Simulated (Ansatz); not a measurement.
# Si₃H₇F: up Jacob's ladder to CCSD(T)

How much do the methods differ for Si₃H₇F? The plan is to run it at one geometry with functionals of several rungs and with coupled cluster. The yardstick is the atomisation energy at the CCSD(T) limit.

Method: functionals in def2-TZVPP, the program's frozen cores in correlated methods; program: Ansatz 0.2.0, Gaussian basis.

The runs, in order: LDA (SPW92), PBE-D4, revPBE-D4, BLYP-D4, r2SCAN-D4, B97M-V, PBE0-D4, B3LYP-D4, r2SCANh-D4, r2SCAN0-D4, HSE06-D4, BHLYP-D4, CAM-B3LYP-D4, LC-ωPBE, ωB97X-V, ωB97M-V, B2PLYP, PBE-QIDH; CCSD(T)/def2-SVP; CCSD(T)/def2-TZVPP; MP2/def2-QZVPP; extrapolation to the limit; RPA on PBE.

## Step 1: The relaxed structure

An earlier PBE0-D4 in a triple-zeta def2 set relaxation fixed the geometry.

11 atoms, charge 0, spin multiplicity 1.

Atoms are counted from 1 here; the program's logs count them from 0.

Bond lengths: F1–Si2 1.613 Å, Si2–Si3 2.344 Å, Si2–Si4 2.344 Å, Si2–H5 1.490 Å, Si3–H6 1.487 Å, Si3–H7 1.489 Å, Si3–H8 1.487 Å, Si4–H9 1.487 Å, Si4–H10 1.489 Å, Si4–H11 1.487 Å. Angles: F1–Si2–Si3 109.4°, F1–Si2–Si4 109.4°, F1–Si2–H5 107.2°, Si3–Si2–Si4 111.5°, Si3–Si2–H5 109.6°, Si4–Si2–H5 109.6°, Si2–Si3–H6 111.5°, Si2–Si3–H7 107.9°, Si2–Si3–H8 110.3°, H6–Si3–H7 109.1°, H6–Si3–H8 109.2°, H7–Si3–H8 108.8°, Si2–Si4–H9 110.3°, Si2–Si4–H10 107.9°, Si2–Si4–H11 111.5°, H9–Si4–H10 108.8°, H9–Si4–H11 109.2°, H10–Si4–H11 109.1°.

Coordinates:

```csv
atom,x (Å),y (Å),z (Å)
F1,-1.90681,1.28482,0.04707
Si2,-0.38162,0.83645,-0.22856
Si3,0.67799,0.38692,1.81390
Si4,-0.36443,-1.03774,-1.63698
H5,0.29876,1.97700,-0.90478
H6,0.65468,1.57176,2.71218
H7,2.09236,0.02197,1.52610
H8,0.01758,-0.75719,2.49641
H9,-1.03530,-2.18695,-0.97348
H10,1.05533,-1.39912,-1.90186
H11,-1.04333,-0.75483,-2.92940
```

## Step 2: LDA

This LDA is Slater exchange with PW92 correlation.

Input file in.yaml:

```yaml
crystal:
  periodic: [false, false, false]
  atoms:
    - {symbol: F, position_ang: [-1.906812, 1.284821, 0.047065]}
    - {symbol: Si, position_ang: [-0.381619, 0.836450, -0.228556]}
    - {symbol: Si, position_ang: [0.677989, 0.386920, 1.813895]}
    - {symbol: Si, position_ang: [-0.364430, -1.037737, -1.636975]}
    - {symbol: H, position_ang: [0.298757, 1.976999, -0.904785]}
    - {symbol: H, position_ang: [0.654675, 1.571764, 2.712182]}
    - {symbol: H, position_ang: [2.092356, 0.021966, 1.526100]}
    - {symbol: H, position_ang: [0.017579, -0.757190, 2.496414]}
    - {symbol: H, position_ang: [-1.035297, -2.186948, -0.973484]}
    - {symbol: H, position_ang: [1.055330, -1.399119, -1.901857]}
    - {symbol: H, position_ang: [-1.043327, -0.754826, -2.929403]}
basis:
  gaussian: {orbitals: def2-TZVPP}
hamiltonian: {xc: lda}
output: {orbitals: {seedname: orbitals}}
```

On the command line:

```console
> ansatz run in.yaml --threads 4 --pin off --events-out ev --progress --plain --max-ram 10444MiB
```

The runs that follow: PBE-D4 (GGA); revPBE-D4 (GGA); BLYP-D4 (GGA); r2SCAN-D4 (meta-GGA); B97M-V (meta-GGA); PBE0-D4 (hybrid); B3LYP-D4 (hybrid); r2SCANh-D4 (hybrid); r2SCAN0-D4 (hybrid); HSE06-D4 (hybrid); BHLYP-D4 (hybrid); CAM-B3LYP-D4 (range-separated); LC-ωPBE (range-separated); ωB97X-V (range-separated); ωB97M-V (range-separated); B2PLYP (double hybrid); PBE-QIDH (double hybrid); CCSD(T) in def2-SVP; CCSD(T) in def2-TZVPP; MP2 in def2-QZVPP; RPA on PBE orbitals.

**Question.** What will the summary of the whole plan be? Wanted: atomisation energy, CCSD(T)/CBS; farthest beyond LDA; mean size of error, GGA; mean size of error, meta-GGA; mean size of error, hybrid; mean size of error, range-separated; mean size of error, double hybrid; gap, smallest and largest; T1 diagnostic.

As calculated:

```
                               quantity                                               value
        atomisation energy, CCSD(T)/CBS                                       3359.0 kJ/mol
 functionals within 16.8 kJ/mol (0.5 %)  r2SCAN-D4, B97M-V, B3LYP-D4, CAM-B3LYP-D4, ωB97M-V
                    farthest beyond LDA                            revPBE-D4 (-97.2 kJ/mol)
                mean size of error, GGA                                         66.2 kJ/mol
           mean size of error, meta-GGA                                         12.4 kJ/mol
             mean size of error, hybrid                                         43.6 kJ/mol
    mean size of error, range-separated                                         24.2 kJ/mol
      mean size of error, double hybrid                                         63.6 kJ/mol
              gap, smallest and largest           4.86 eV (LDA (SPW92)), 11.63 eV (LC-ωPBE)
                          T1 diagnostic                                              0.0132
triples share of the correlation energy                                               3.1 %
```

In words: The LDA atomisation energy is off by 330.4 kJ/mol (10 %): it overbinds. PBE-D4 misses by -49.3 kJ/mol. Double hybrids carry the basis error of their MP2 part in triple zeta, and no dispersion term here, so their miss is partly the set-up's. Taken by rung, meta-GGA functionals do best (12.4 kJ/mol on average) and GGA ones worst beyond LDA (66.2 kJ/mol). The reference freezes the cores and leaves out relativity and excitations past (T), so misses under about 16.8 kJ/mol can't be ranked. Hartree-Fock recovers 76 % of the binding; the rest is correlation. CCSD(T) in def2-SVP is off by -255.9 kJ/mol, more than most functionals: a good method in a small basis is no reference. The gap grows from 4.9 to 11.6 eV across the functionals, mostly with the share of exact exchange.
